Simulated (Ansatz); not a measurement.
# CH₄GaNO: up Jacob's ladder to CCSD(T)

The task here is to estimate one member of a computed series from the others.

Method: functionals in def2-TZVPP, the program's frozen cores in correlated methods; program: Ansatz 0.2.0, Gaussian basis.

The runs, in order: LDA (SPW92), PBE-D4, revPBE-D4, BLYP-D4, r2SCAN-D4, B97M-V, PBE0-D4, B3LYP-D4, r2SCANh-D4, r2SCAN0-D4, HSE06-D4, BHLYP-D4, CAM-B3LYP-D4, LC-ωPBE, ωB97X-V, ωB97M-V, B2PLYP, PBE-QIDH; CCSD(T)/def2-SVP; CCSD(T)/def2-TZVPP; MP2/def2-QZVPP; extrapolation to the limit; RPA on PBE.

### The relaxed structure

The geometry comes from an earlier relaxation with PBE0-D4 in a triple-zeta def2 set; it is a stationary point, not always the lowest conformer.

SMILES `N=[CH][GaH][OH]`, 8 atoms, charge 0, spin multiplicity 1.

Atoms are counted from 1 here; the program's logs count them from 0.

Bond lengths: N1–C2 1.270 Å, N1–H5 1.023 Å, C2–Ga3 1.995 Å, C2–H6 1.097 Å, Ga3–O4 1.788 Å, Ga3–H7 1.556 Å, O4–H8 0.959 Å. Angles: C2–N1–H5 112.0°, N1–C2–Ga3 125.4°, N1–C2–H6 115.0°, Ga3–C2–H6 119.5°, C2–Ga3–O4 115.7°, C2–Ga3–H7 129.8°, O4–Ga3–H7 114.5°, Ga3–O4–H8 116.7°.

The first run:

in.yaml reads:

```yaml
crystal:
  periodic: [false, false, false]
  atoms:
    - {symbol: N, position_ang: [-1.616989, -0.877965, -0.102834]}
    - {symbol: C, position_ang: [-1.154475, 0.303185, -0.155306]}
    - {symbol: Ga, position_ang: [0.769415, 0.801194, 0.019654]}
    - {symbol: O, position_ang: [1.908590, -0.562625, 0.218795]}
    - {symbol: H, position_ang: [-0.879519, -1.571928, 0.041704]}
    - {symbol: H, position_ang: [-1.904346, 1.089232, -0.308288]}
    - {symbol: H, position_ang: [1.439801, 2.205368, 0.013768]}
    - {symbol: H, position_ang: [1.529823, -1.443459, 0.216708]}
basis:
  gaussian: {orbitals: def2-TZVPP}
hamiltonian: {xc: lda}
output: {orbitals: {seedname: orbitals}}
```

Started as:

```console
$ ansatz run in.yaml --threads 2 --pin off --events-out ev --progress --plain --max-ram 4352MiB
```

Among the steps run: LDA; PBE-D4 (GGA); revPBE-D4 (GGA); BLYP-D4 (GGA); r2SCAN-D4 (meta-GGA); B97M-V (meta-GGA); B3LYP-D4 (hybrid); r2SCANh-D4 (hybrid); r2SCAN0-D4 (hybrid); HSE06-D4 (hybrid); BHLYP-D4 (hybrid); CAM-B3LYP-D4 (range-separated); LC-ωPBE (range-separated); ωB97X-V (range-separated); ωB97M-V (range-separated); B2PLYP (double hybrid); PBE-QIDH (double hybrid).

One table of the session follows, with a row left open; its other results are not shown here.

It belongs to the step «Orbital energies across the functionals». 

| functional | HOMO (eV) | LUMO (eV) | gap (eV) |
| --- | --- | --- | --- |
| LDA (SPW92) | -5.84 | -3.14 | 2.71 |
| PBE-D4 | -5.73 | -2.87 | 2.86 |
| revPBE-D4 | -5.67 | -2.76 | 2.91 |
| BLYP-D4 | -5.65 | -2.78 | 2.87 |
| r2SCAN-D4 | -5.98 | -2.71 | 3.27 |
| B97M-V | -6.11 | -2.73 | 3.38 |
| PBE0-D4 | -7.07 | -1.97 | 5.09 |
| B3LYP-D4 | -6.88 | -2.24 | 4.64 |
| r2SCANh-D4 | -6.48 | -2.37 | 4.11 |
| r2SCAN0-D4 | -7.25 | -1.88 | 5.36 |
| HSE06-D4 | -6.66 | -2.35 | 4.32 |
| BHLYP-D4 | -8.38 | -1.11 | 7.26 |
| CAM-B3LYP-D4 | -8.46 | -0.98 | 7.48 |
| LC-ωPBE | -9.76 | 0.22 | 9.98 |
| ωB97X-V | -9.43 | 0.10 | 9.53 |
| ωB97M-V | ? | ? | ? |

**Question.** Estimate the row for ωB97M-V.

As computed: HOMO (eV): -9.32; LUMO (eV): -0.05; gap (eV): 9.27. In the column «HOMO (eV)» it lies between ωB97X-V (-9.43) and CAM-B3LYP-D4 (-8.46).
